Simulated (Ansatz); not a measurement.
# Sc2AlF3: the cost of one run

Program: Ansatz 0.2.0. Level of theory: DFT PBE, scalar-relativistic, plane waves, PAW. These are calculated values, not measurements.

2 further runs of the same task are left out: 2 that didn't finish.

## Step 1: Starting point

Symmetry: P6/mmm, No. 191, hexagonal system. Conventional cell: a = 5.491 Å, b = 5.491 Å, c = 4.007 Å, α = 90.00°, β = 90.00°, γ = 120.00°. Sc (site symmetry -6m2) is surrounded by 2 F at 2.00 Å. Al (site symmetry 6/mmm) is surrounded by 2 F at 2.00 Å. F (site symmetry -6m2) is surrounded by 2 Sc at 2.00 Å. F (site symmetry 6/mmm) is surrounded by 2 Al at 2.00 Å.

Coordinates:

```cif
data_structure
_symmetry_space_group_name_H-M 'P 1'
_symmetry_Int_Tables_number 1
_cell_length_a 5.4906
_cell_length_b 5.4906
_cell_length_c 4.0069
_cell_angle_alpha 90.000
_cell_angle_beta 90.000
_cell_angle_gamma 120.000
_cell_volume 104.61
loop_
_atom_site_label
_atom_site_type_symbol
_atom_site_fract_x
_atom_site_fract_y
_atom_site_fract_z
_atom_site_occupancy
Sc1 Sc 0.33333 0.66667 0.50000 1
Sc2 Sc 0.66667 0.33333 0.50000 1
Al1 Al 0.00000 0.00000 0.50000 1
F1 F 0.33333 0.66667 0.00000 1
F2 F 0.66667 0.33333 0.00000 1
F3 F 0.00000 0.00000 0.00000 1
```

The cell was relaxed beforehand at this level, from a generated guess; it needn't be the stable form of this composition. At a tolerance of 0.05 Å it has space group P6/mmm (No. 191); it has 17.44 Å³/atom, an uncorrected energy of -2.16 eV/atom over the elements.

## Step 2: Electronic structure at the relaxed geometry

input.yaml reads:

```yaml
crystal:
  lattice:
    - [5.4905789739, 0.0, 0.0]
    - [-2.7452894869, 4.7549808729, 0.0]
    - [0.0, 0.0, 4.0069206627]
  atoms:
    - { symbol: Sc, position: [0.3333333333, 0.6666666667, 0.5] }
    - { symbol: Sc, position: [0.6666666667, 0.3333333333, 0.5] }
    - { symbol: Al, position: [0.0, 0.0, 0.5] }
    - { symbol: F, position: [0.3333333333, 0.6666666667, 0.0] }
    - { symbol: F, position: [0.6666666667, 0.3333333333, 0.0] }
    - { symbol: F, position: [0.0, 0.0, 0.0] }
basis:
  ecutwfc: 420
kpoints:
  mp_grid: { grid: [12, 12, 10] }
  band_path:
    path:
      - [[0.0, 0.0, 0.0], [0.5, 0.0, 0.0], [0.33333333, 0.33333333, 0.0], [0.0, 0.0, 0.0], [0.0, 0.0, 0.5], [0.5, 0.0, 0.5], [0.33333333, 0.33333333, 0.5], [0.0, 0.0, 0.5]]
      - [[0.5, 0.0, 0.5], [0.5, 0.0, 0.0]]
      - [[0.33333333, 0.33333333, 0.5], [0.33333333, 0.33333333, 0.0]]
    npoints: 14
hamiltonian:
  xc: pbe
scf:
  occupations: { method: gaussian, width: 0.1 }
  n_extra_bands: 15
output:
  forces: true
  stress: true
  eigenvalues: true
  populations: true
  dos: { projected: true, de: 0.02, nscf_kmesh: { grid: [15, 15, 12] } }
  bader: true
```

On the command line:

```
ansatz run input.yaml --threads 1 --pin off --max-ram 2560MiB --backend cpu --events-out ev --progress --plain --runs-dir out
```

What time and memory should one allow on 1 thread of Arm Neoverse V2, shared host?

About 93 s, with a peak of 0.71 GiB.
